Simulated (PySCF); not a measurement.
# A diatomic session: YbCl

One job finds the state of YbCl, follows it along the bond with each method and fits the curves.

The runs use PySCF 2.14.0; Yb x2c-SVPall, Cl x2c-SVPall, spin-free X2C with a Gaussian nucleus.

## (1) The job

The job is set up so:

```
atoms                         : Yb, Cl
charge                        : 0
basis                         : Yb x2c-SVPall, Cl x2c-SVPall
Hamiltonian                   : spin-free X2C with a Gaussian nucleus
basis functions               : 103
electrons treated             : 87
masses in u                   : 173.9389, 34.9689
levels                        : PBE0, PBE, r²SCAN, TPSSh, MN15, LC-ωPBE, HF, MP2, SCS-MP2
grid                          : 80 radial by 434 angular points
occupations                   : held fixed by the projection of orbital angular momentum
dissociation limit            : Yb + Cl, each in its ground configuration
starting distance in angstrom : 2.465
values of 2S to try           : 1, 3
```

On the command line:

```bash
OMP_NUM_THREADS=2 python dia.py task.json out
```

Further steps of the session: First curve: PBE0; Higher solutions at PBE0; PBE (GGA); r²SCAN (meta-GGA); TPSSh (hybrid meta-GGA); MN15; LC-ωPBE (range-separated hybrid); UHF.

Before running it: what results should come out? Wanted: for each run, Re; ωe; De; μ.

The runs gave:

Lowest PBE0 solution found, without spin–orbit coupling: ²Σ⁺ (doublet), unpaired electrons σ ↑, about 14.0 electrons in the 4f shell (Mulliken). State 2 has its PBE0 minimum 1.75 eV higher. The other levels ran on the lowest alone.

| level | Re (Å) | ωe (cm⁻¹) | De (eV) | μ (D) |
| --- | --- | --- | --- | --- |
| UHF | 2.559 | 289.3 | 3.38 | -5.30 |
| UHF-MP2 | 2.445 | 319 | 3.76 | n/a |
| UHF-SCS-MP2 | 2.467 | 313 | 3.57 | n/a |
| PBE | 2.452 | 305 | 4.17 | -4.02 |
| r²SCAN | 2.447 | 310 | 4.43 | -4.28 |
| TPSSh | 2.463 | 304 | 4.21 | -4.24 |
| PBE0 | 2.477 | 300 | 4.04 | -4.66 |
| MN15 | 2.469 | 303 | 3.65 | -4.92 |
| LC-ωPBE | 2.471 | 304 | 4.18 | -4.62 |

De is counted to Yb + Cl in their ground configurations. A positive dipole means Yb(−)Cl(+).

Bond lengths run from 2.445 Å (UHF-MP2) to 2.559 Å (UHF). Of the levels with a De here, UHF gives the least (3.38 eV) and r²SCAN the most (4.43 eV).

Correlated steps freeze 23 core orbitals. These are scalar-relativistic numbers at best; spin–orbit coupling would shift them, the dissociation energy most. With d or f electrons several states lie close, and the lowest PBE0 determinant need not be the measured ground state. With spin–orbit coupling the term label itself may not hold.
